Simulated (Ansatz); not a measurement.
Geometry optimisation, Ansatz 0.2.0, DFT PBE-D3(BJ), scalar-relativistic, plane waves, PAW.

Input file:

```yaml
crystal:
  lattice:
    - [7.398, 0.0, 0.0]
    - [-3.699, 6.406856, 0.0]
    - [0.0, 0.0, 11.0]
  atoms:
    - { symbol: C, position: [0.0, 0.0, 0.09090909] }
    - { symbol: C, position: [0.22222222, 0.11111111, 0.09090909] }
    - { symbol: C, position: [0.0, 0.33333333, 0.09090909] }
    - { symbol: C, position: [0.22222222, 0.44444444, 0.09090909] }
    - { symbol: C, position: [0.0, 0.66666666, 0.09090909] }
    - { symbol: C, position: [0.22222222, 0.77777777, 0.09090909] }
    - { symbol: C, position: [0.33333333, 0.0, 0.09090909] }
    - { symbol: C, position: [0.55555556, 0.11111111, 0.09090909] }
    - { symbol: C, position: [0.33333333, 0.33333333, 0.09090909] }
    - { symbol: C, position: [0.55555555, 0.44444444, 0.09090909] }
    - { symbol: C, position: [0.33333333, 0.66666666, 0.09090909] }
    - { symbol: C, position: [0.55555555, 0.77777777, 0.09090909] }
    - { symbol: C, position: [0.66666667, 0.0, 0.09090909] }
    - { symbol: C, position: [0.88888889, 0.11111111, 0.09090909] }
    - { symbol: C, position: [0.66666667, 0.33333333, 0.09090909] }
    - { symbol: C, position: [0.88888889, 0.44444444, 0.09090909] }
    - { symbol: C, position: [0.66666666, 0.66666666, 0.09090909] }
    - { symbol: C, position: [0.88888889, 0.77777777, 0.09090909] }
    - { symbol: "N", position: [0.03703704, 0.07407407, 0.22090909] }
    - { symbol: H, position: [0.29629629, 0.48148148, 0.18] }
    - { symbol: H, position: [0.10600729, -0.00304872, 0.27363636] }
    - { symbol: H, position: [0.11469793, 0.22014532, 0.27363636] }
basis:
  ecutwfc: 420.0
kpoints:
  mp_grid: { grid: [2, 2, 1] }
hamiltonian:
  xc: pbe
  dispersion: d3bj
scf:
  occupations: { method: gaussian, width: 0.05 }
  lower_state_search: "off"
relax:
  f_tol: 0.03
  max_steps: 60
  adjacent_minimum: "off"
```

Run as:

```bash
$ ansatz run input.yaml --threads 1 --pin off --max-ram 3072MiB --backend cpu --events-out ev --progress --plain --runs-dir out
```

Problem. Where does it end, and by what steps?

Solution. The run converged. The force dipped under the threshold on the way, but the program's further checks kept it going. Limits of this set-up: slab without dipole correction. After 8 steps the energy has fallen by 5.277 eV; N19 moved furthest, 0.65 Å. The start is strongly strained (largest force component 10 eV/Å).

```tsv
step	energy less start (eV)	largest force component (eV/Å)	accepted
0	0.0000	9.727	yes
1	-2.7879	4.918	yes
2	-4.5188	1.273	yes
3	-5.0786	0.618	yes
4	-5.2528	0.403	yes
5	-5.2733	0.237	yes
6	-5.2761	0.121	yes
7	-5.2767	0.020	yes
8	-5.2767	0.020	yes
```

```xyz
22
Lattice="7.3980 0.0000 0.0000 -3.6990 6.4069 0.0000 0.0000 0.0000 11.0000" Properties=species:S:1:pos:R:3
C 0.025 0.075 1.372
C 1.273 0.813 0.935
C -1.226 2.186 0.934
C 0.029 2.929 1.283
C -2.453 4.338 0.893
C -1.193 5.076 0.890
C 2.497 0.080 0.815
C 3.726 0.790 0.767
C 1.280 2.187 0.921
C 2.498 2.925 0.809
C 0.028 4.392 0.950
C 1.249 5.075 0.893
C 4.955 0.080 0.822
C 6.175 0.813 0.945
C 3.727 2.212 0.764
C 4.954 2.924 0.814
C 2.506 4.337 0.892
C 3.725 5.024 0.966
N -0.040 0.017 2.883
H 0.040 2.943 2.401
H 0.838 -0.387 3.223
H -0.082 0.969 3.257
```

Whether the end is a true minimum wasn't checked by a vibrational analysis.

Run time: 89 s on 1 thread of Arm Neoverse N1, with other jobs on the host, peak memory 0.6 GiB.
